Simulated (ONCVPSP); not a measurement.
# An ONCV potential for silicon, from input to tests

Task: generate the file, and judge it by its errors in other configurations, its logarithmic derivatives, its ghosts and its cutoff.

Program: ONCVPSP 4.0.1. Reference atom: PBE, fully relativistic, spherical and spin-unpolarised. All values are calculated.

### 1 The design

The settings as typed:

- element: silicon (Si, Z = 14)
- type: optimised norm-conserving Vanderbilt (ONCV)
- frozen core: [Ne]
- valence charge: 4
- reference configuration: 3s2 3p2
- partial waves: 3s: rc 1.55 bohr, ncon 4, nbas 8, qcut 3.5 1/bohr, 1 projector; 3p: rc 1.95 bohr, ncon 4, nbas 8, qcut 4.2 1/bohr, 1 projector; d scattering state at 0.46 Ha: rc 1.65 bohr, ncon 4, nbas 8, qcut 5.5 1/bohr, 3 projectors, debl 2.1 Ha
- local potential: polynomial inside 1.15 bohr (lpopt 5, dvloc0 2 Ha)
- core correction: Teter function, fcfact 2, rcfact 1.3

An earlier all-electron run gives the scale for the radii.

All-electron outer shells of the reference configuration (PBE, scalar-relativistic, ld1.x):

```tsv
shell	level (eV)	outermost node (bohr)	outermost maximum (bohr)
2s	-139.50	0.15	0.45
2p	-95.56	–	0.39
3s	-10.81	0.72	1.80
3p	-4.08	0.72	2.17
```

### 2 Generating the potential

Input file Si.dat:

```
# ATOM AND REFERENCE CONFIGURATION
# atsym  z   nc   nv     iexc    psfile
  Si 14.00    3    2        4      upf
#
#   n    l    f
    1    0    2.00
    2    0    2.00
    2    1    6.00
    3    0    2.00
    3    1    2.00
#
# PSEUDOPOTENTIAL AND OPTIMIZATION
# lmax
    2
#
#   l,   rc,      ep,       ncon, nbas, qcut
    0    1.55    0.00    4    8    3.50
    1    1.95    0.00    4    8    4.20
    2    1.65    0.46    4    8    5.50
#
# LOCAL POTENTIAL
# lloc, lpopt,  rc(5),   dvloc0
    4    5    1.15    2.00
#
# VANDERBILT-KLEINMAN-BYLANDER PROJECTORs
# l, nproj, debl
    0    1    0.60
    1    1    1.90
    2    3    2.10
#
# MODEL CORE CHARGE
# icmod, fcfact, rcfact
    3    2.00    1.30
#
# LOG DERIVATIVE ANALYSIS
# epsh1, epsh2, depsh
   -2.00    5.00    0.02
#
# OUTPUT GRID
# rlmax, drl
    6.00    0.01
#
# TEST CONFIGURATIONS
# ncnf
    4
# nvcnf
#   n    l    f
    2
    3    0    2.00
    3    1    1.00
#
    2
    3    0    2.00
    3    1    0.00
#
    2
    3    0    1.00
    3    1    0.00
#
    2
    3    0    2.00
    3    1    1.50
#
```

Command:

```
$ oncvpspr.x < Si.dat > Si.out
```

Q: Predict the outcome of this session. Wanted: cutoffs for 1 and 0.1 mHa per electron, occupied waves; bound ghosts; GHOST(+) flags; largest test error; largest phase difference near zero energy, channels read; rms error of d²Exc/dn², without and with the model core.

As calculated:

| quantity | value |
| --- | --- |
| cutoffs for 1 and 0.1 mHa per electron, occupied waves | 10 Ha and 36 Ha |
| bound ghosts | none found |
| GHOST(+) flags | none at low energy |
| largest test error (AE − PS) | +67 meV, for 3s1 3p0 |
| largest phase difference near zero energy, channels read | 0.020 rad |
| rms error of d²Exc/dn², without and with the model core | 6.38 and 5.18 mHa |

**Reading.** By total energies transferability is fair: the largest error is 67 meV on 57.7 eV, for 3s1 3p0. That test lies far up in energy; among those under 40 eV, nearer to bonding, the largest error is 9.4 meV. The potential is soft on the atom at that tolerance: the looser tolerance needs 10 Ha. The tighter tolerance needs 36 Ha, and converged work needs a cutoff nearer that. At the looser tolerance the 3s wave is the slowest; 3p needs 3 Ha. That counts occupied waves only; other projectors can need more. It is free of bound ghosts as far as tested. Near zero energy the phases of the channels with partial waves agree within 0.020 rad. These are tests on the free atom; a crystal test is still owed.
